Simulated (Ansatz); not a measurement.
# InSb3: the cost of one run

Computed with Ansatz 0.2.0 (DFT PBE, scalar-relativistic, plane waves, PAW, unless a step's input says otherwise).

### Step 1. The system as given

It takes space group Pm-3m (No. 221, cubic). The conventional cell has a = 4.806 Å, b = 4.806 Å, c = 4.806 Å, α = 90.00°, β = 90.00°, γ = 90.00°. In (site symmetry m-3m) is surrounded by 12 Sb at 3.40 Å. Sb (site symmetry 4/mmm) has 4 In at 3.40 Å and 8 Sb at 3.40 Å in its first shell of neighbours.

Structure file:

```
CELL_PARAMETERS angstrom
4.80637 0.00000 0.00000
0.00000 4.80637 0.00000
0.00000 0.00000 4.80637
ATOMIC_POSITIONS crystal
In 0.00000 0.00000 0.00000
Sb 0.50000 0.00000 0.50000
Sb 0.00000 0.50000 0.50000
Sb 0.50000 0.50000 0.00000
```

Source of the structure: the Materials Project (structure only).

(A quick probe on a coarse mesh, which set the mesh and smearing, is not shown.)

### Step 3. The relaxation

File input.yaml:

```yaml
crystal:
  lattice:
    - [4.806367, 0.0, 0.0]
    - [0.0, 4.806367, 0.0]
    - [0.0, 0.0, 4.806367]
  atoms:
    - { symbol: In, position: [0.0, 0.0, 0.0] }
    - { symbol: Sb, position: [0.5, 0.0, 0.5] }
    - { symbol: Sb, position: [0.0, 0.5, 0.5] }
    - { symbol: Sb, position: [0.5, 0.5, 0.0] }
basis:
  ecutwfc: 420
kpoints:
  mp_grid: { grid: [10, 10, 10] }
hamiltonian:
  xc: pbe
scf:
  occupations: { method: gaussian, width: 0.1 }
output:
  forces: true
  stress: true
  eigenvalues: true
relax:
  adjacent_minimum: "off"
  f_tol: 0.005
  max_steps: 80
  cell: { stress_tol: 0.05 }
```

Started as:

```
$ ansatz run input.yaml --threads 1 --pin off --max-ram 2560MiB --backend cpu --events-out ev --progress --plain --runs-dir out
```

**Question.** How long does this run take on 1 thread of Intel Xeon at 2.50GHz (Skylake/Cascade Lake), shared host, and how much memory does it need?

About 87 s, with a peak of 0.51 GiB.
